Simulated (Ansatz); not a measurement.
The system is CsMg7.

```
Cs Mg
1.0
     7.01544    0.00000    0.00000
    -3.50772    6.07555    0.00000
     0.00000    0.00000    5.44585
Cs Mg
1 7
Direct
  0.00000 0.00000 0.00000
  0.66667 0.33333 0.50000
  0.63209 0.81604 0.50000
  0.18396 0.81604 0.50000
  0.18396 0.36791 0.50000
  0.49635 0.99269 0.00000
  0.49635 0.50365 0.00000
  0.00731 0.50365 0.00000
```

The cell comes from a database or a generator and needn't be the stable form of this composition.

- Program: Ansatz 0.2.0
- Task: single point
- Functional: PBE
- Potentials or basis: Ansatz PAW
- Cutoff: 420 eV (not typed: the program's choice for these potentials)
- k mesh: 5 × 5 × 5
- Occupations: fermi-dirac, width 0.05 eV
- Spin: no spin polarisation

On this cell: pressure 0.0 GPa; largest force 0.074 eV/Å; band gap on the k mesh none (metal or under the smearing width).

The same run follows on a disturbed copy (atoms moved at random, drawn with an rms of 0.05 Å):

```
CELL_PARAMETERS angstrom
7.01544 0.00000 0.00000
-3.50772 6.07555 0.00000
0.00000 0.00000 5.44585
ATOMIC_POSITIONS crystal
Cs 0.99966 0.00337 0.99658
Mg 0.66624 0.33064 0.50276
Mg 0.63456 0.81939 0.51079
Mg 0.18499 0.81965 0.50321
Mg 0.18246 0.36376 0.49862
Mg 0.49866 0.99463 0.00008
Mg 0.49923 0.51199 0.99543
Mg 0.01013 0.50348 0.00363
```

Q: What does the disturbed cell give?

A: The energy (extrapolated to zero smearing) moves by +2.2 meV/atom; pressure 0.0 GPa; largest force 0.204 eV/Å; band gap on the k mesh none (metal or under the smearing width).

Forces on the atoms (eV/Å):
```
Cs   0.123 -0.035  0.142
Mg  -0.004  0.033 -0.015
Mg  -0.091 -0.072 -0.168
Mg   0.079 -0.076 -0.048
Mg   0.010  0.159 -0.014
Mg  -0.053 -0.009  0.052
Mg  -0.026 -0.076  0.071
Mg  -0.038  0.076 -0.019
```

Stress tensor (GPa, compression positive):
```
-0.12  0.04  0.08
 0.04 -0.09  0.07
 0.08  0.07  0.19
```
